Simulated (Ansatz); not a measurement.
# CuPt6: the cost of one run

Computed with Ansatz 0.2.0 (DFT PBE, scalar-relativistic, plane waves, PAW, unless a step's input says otherwise).

## 1. The starting structure

It takes space group Pm-3m (No. 221, cubic). Conventional cell: a = 5.107 Å, b = 5.107 Å, c = 5.107 Å, α = 90.00°, β = 90.00°, γ = 90.00°. Around Cu (site symmetry m-3m) lie 6 Pt at 1.71 Å. Around Pt (site symmetry 4mm) lie 1 Pt at 1.68 Å and 1 Cu at 1.71 Å.

As a file:

```xyz
7
Lattice="5.1072 0.0000 0.0000 0.0000 5.1072 0.0000 0.0000 0.0000 5.1072" Properties=species:S:1:pos:R:3 pbc="T T T"
Cu    2.5536    2.5536    2.5536
Pt    0.8399    2.5536    2.5536
Pt    4.2673    2.5536    2.5536
Pt    2.5536    0.8399    2.5536
Pt    2.5536    4.2673    2.5536
Pt    2.5536    2.5536    0.8399
Pt    2.5536    2.5536    4.2673
```

The cell is invented: random cell by space group and Wyckoff sites (Pm-3m, No. 221). Lengths come from tabulated atomic sizes and are only a guess.

## 2. A first look at the guess

The input, input.yaml:

```yaml
crystal:
  lattice:
    - [5.10723125, 0.0, 0.0]
    - [0.0, 5.10723125, 0.0]
    - [0.0, 0.0, 5.10723125]
  atoms:
    - { symbol: Cu, position: [0.5, 0.5, 0.5] }
    - { symbol: Pt, position: [0.16445859, 0.5, 0.5] }
    - { symbol: Pt, position: [0.83554141, 0.5, 0.5] }
    - { symbol: Pt, position: [0.5, 0.16445859, 0.5] }
    - { symbol: Pt, position: [0.5, 0.83554141, 0.5] }
    - { symbol: Pt, position: [0.5, 0.5, 0.16445859] }
    - { symbol: Pt, position: [0.5, 0.5, 0.83554141] }
basis:
  ecutwfc: 420
kpoints:
  mp_grid: { grid: [4, 4, 4] }
hamiltonian:
  xc: pbe
scf:
  occupations: { method: gaussian, width: 0.1 }
  lower_state_search: "off"
output:
  forces: true
  stress: true
  eigenvalues: true
```

Launch:

```sh
$ ansatz run input.yaml --threads 1 --pin off --max-ram 2560MiB --backend cpu --events-out ev --progress --plain --runs-dir out
```

Q: Estimate wall time and peak memory on 1 thread of Intel Xeon 6975P-C (Granite Rapids), shared host.

About 5.7 s, with a peak of 0.51 GiB.
